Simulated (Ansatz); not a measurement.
# CH₈B₂Si₂: a ladder of functionals and wavefunction methods

An exercise on one series of results from a longer session: the logs are not shown, and one member is left open.

Program: Ansatz 0.2.0, Gaussian basis. Level of theory: functionals in def2-TZVPP, the program's frozen cores in correlated methods. These are calculated values, not measurements.

The runs, in order: PBE-D4, r2SCAN-D4, PBE0-D4, B3LYP-D4, ωB97X-V, ωB97M-V, B2PLYP; CCSD(T)/def2-TZVPP; MP2/def2-QZVPP; extrapolation to the limit.

### Structure used throughout

The geometry comes from an earlier relaxation with PBE0-D4 in a triple-zeta def2 set; it is a stationary point, not always the lowest conformer.

13 atoms, charge 0, spin multiplicity 1.

Atoms are counted from 1 here; the program's logs count them from 0.

Bond lengths: B1–C2 1.554 Å, B1–Si5 2.028 Å, B1–H6 1.198 Å, C2–Si3 1.901 Å, C2–H7 1.109 Å, C2–H8 1.092 Å, Si3–B4 2.024 Å, Si3–H9 1.494 Å, Si3–H10 1.491 Å, B4–Si5 2.002 Å, B4–H11 1.192 Å, Si5–H12 1.510 Å, Si5–H13 1.489 Å. Angles: C2–B1–Si5 112.1°, C2–B1–H6 122.3°, Si5–B1–H6 125.5°, B1–C2–Si3 111.6°, B1–C2–H7 100.9°, B1–C2–H8 117.1°, Si3–C2–H7 100.6°, Si3–C2–H8 116.8°, H7–C2–H8 106.8°, C2–Si3–B4 101.6°, C2–Si3–H9 110.6°, C2–Si3–H10 111.2°, B4–Si3–H9 108.4°, B4–Si3–H10 117.5°, H9–Si3–H10 107.3°, Si3–B4–Si5 101.1°, Si3–B4–H11 127.9°, Si5–B4–H11 131.0° and more.

Set-up of the first run:

in.yaml reads:

```yaml
crystal:
  periodic: [false, false, false]
  atoms:
    - {symbol: B, position_ang: [-1.310536, 0.146943, 0.799336]}
    - {symbol: C, position_ang: [-0.635848, -1.223454, 0.510978]}
    - {symbol: Si, position_ang: [1.139574, -1.008156, -0.134507]}
    - {symbol: B, position_ang: [0.964732, 0.664986, -1.259329]}
    - {symbol: Si, position_ang: [-0.459878, 1.653252, -0.258949]}
    - {symbol: H, position_ang: [-2.165511, 0.276688, 1.628219]}
    - {symbol: H, position_ang: [-1.157937, -1.522373, -0.421056]}
    - {symbol: H, position_ang: [-0.801969, -2.022710, 1.235735]}
    - {symbol: H, position_ang: [2.076794, -0.722670, 0.993282]}
    - {symbol: H, position_ang: [1.622030, -2.245903, -0.810765]}
    - {symbol: H, position_ang: [1.585897, 0.961131, -2.232673]}
    - {symbol: H, position_ang: [0.428070, 2.246496, 0.808936]}
    - {symbol: H, position_ang: [-1.264918, 2.760969, -0.844607]}
basis:
  gaussian: {orbitals: def2-TZVPP}
hamiltonian: {xc: pbe, dispersion: d4}
output: {forces: true, orbitals: {seedname: orbitals}}
```

On the command line:

```bash
> ansatz run in.yaml --threads 4 --pin off --events-out ev --progress --plain --max-ram 10444MiB
```

Among the steps run: PBE-D4 (GGA); r2SCAN-D4 (meta-GGA); PBE0-D4 (hybrid); B3LYP-D4 (hybrid); ωB97X-V (range-separated); ωB97M-V (range-separated); B2PLYP (double hybrid); CCSD(T) in def2-TZVPP; MP2 in def2-QZVPP.

One of the session's tables, all rows but one given; the rest of the session is left out.

| method | atomisation energy (kcal/mol) |
| --- | --- |
| PBE-D4 | 1056.2 |
| r2SCAN-D4 | 1055.7 |
| PBE0-D4 | 1051.9 |
| B3LYP-D4 | 1048.8 |
| ωB97X-V | 1055.5 |
| ωB97M-V | 1050.5 |
| B2PLYP | ? |
| HF/def2-TZVPP | 809.1 |
| MP2/def2-TZVPP | 1023.7 |
| CCSD/def2-TZVPP | 1007.5 |
| CCSD(T)/def2-TZVPP | 1019.1 |
| MP2/CBS | 1047.2 |
| CCSD(T)/CBS | 1042.6 |

Q: Estimate the row for B2PLYP from the others.

As computed: atomisation energy (kcal/mol): 1033.5. In the column «atomisation energy (kcal/mol)» it lies between MP2/def2-TZVPP (1023.7) and CCSD(T)/CBS (1042.6).
